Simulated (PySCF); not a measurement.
# A diatomic session: CsN

The task here is to estimate one member of a computed series from the others.

Computed with PySCF 2.14.0. Level: Cs def2-TZVPP with ECP46, N def2-TZVPP, scalar-relativistic core potentials.

The first run:

A driver script around PySCF takes these settings:

```
atoms                         : Cs, N
charge                        : 0
basis                         : Cs def2-TZVPP with ECP46, N def2-TZVPP
Hamiltonian                   : scalar-relativistic core potentials
basis functions               : 67
electrons treated             : 16
masses in u                   : 132.9054, 14.0031
levels                        : PBE0, PBE, r²SCAN, B2PLYP, BLYP, M06, M06-L, ωB97M-V, HF, MP2, SCS-MP2, CCSD, CCSD(T)
grid                          : 80 radial by 434 angular points
occupations                   : held fixed by the projection of orbital angular momentum
dissociation limit            : Cs + N, each in its ground configuration
starting distance in angstrom : 2.860
values of 2S to try           : 0, 2, 4
```

On the command line:

```
$ OMP_NUM_THREADS=1 python dia.py task.json out
```

Steps of the session up to this table: Input; The PBE0 curve of the state that the search chose; Excited determinants; PBE (GGA); r²SCAN; B2PLYP; BLYP (GGA); M06; M06-L; ωB97M-V (range-separated hybrid); UHF (mean field); Adding correlation.

One of the session's tables, all rows but one given; the rest of the session is left out.

It belongs to the step «The curves together». Energy (eV) from each level's lowest point:

```
R (Å)    UHF  UHF-MP2  UHF-SCS-MP2  UHF-CCSD  UHF-CCSD(T)
2.159  0.867    0.558        0.603       n/a          n/a
2.260  0.469    0.263        0.292     0.294        0.279
2.360      ?        ?            ?         ?            ?
2.436  0.097    0.025        0.032     0.034        0.030
2.511  0.029    0.000        0.000     0.000        0.000
2.586  0.000    0.008        0.001     0.000        0.003
2.687  0.007    0.055        0.042     0.038        0.043
2.812  0.069    0.159        0.138     0.128        0.136
2.963  0.190    0.326        0.301     0.275        0.285
3.164  0.381    0.724        0.717       n/a          n/a
```

Estimate the missing values for R (Å) = 2.360.

Worked estimate for «UHF». A straight line through the neighbours (2.260, 0.469) and (2.436, 0.097) gives 0.469 + (0.097 − 0.469) × (2.360 − 2.260) / (2.436 − 2.260) = 0.258; a parabola fitted to 4 rows on both sides gives 0.211.

The run gave: UHF: 0.215; UHF-MP2: 0.091; UHF-SCS-MP2: 0.107; UHF-CCSD: 0.109; UHF-CCSD(T): 0.101. In «UHF» the line misses by +0.043 and the parabola by -0.004.
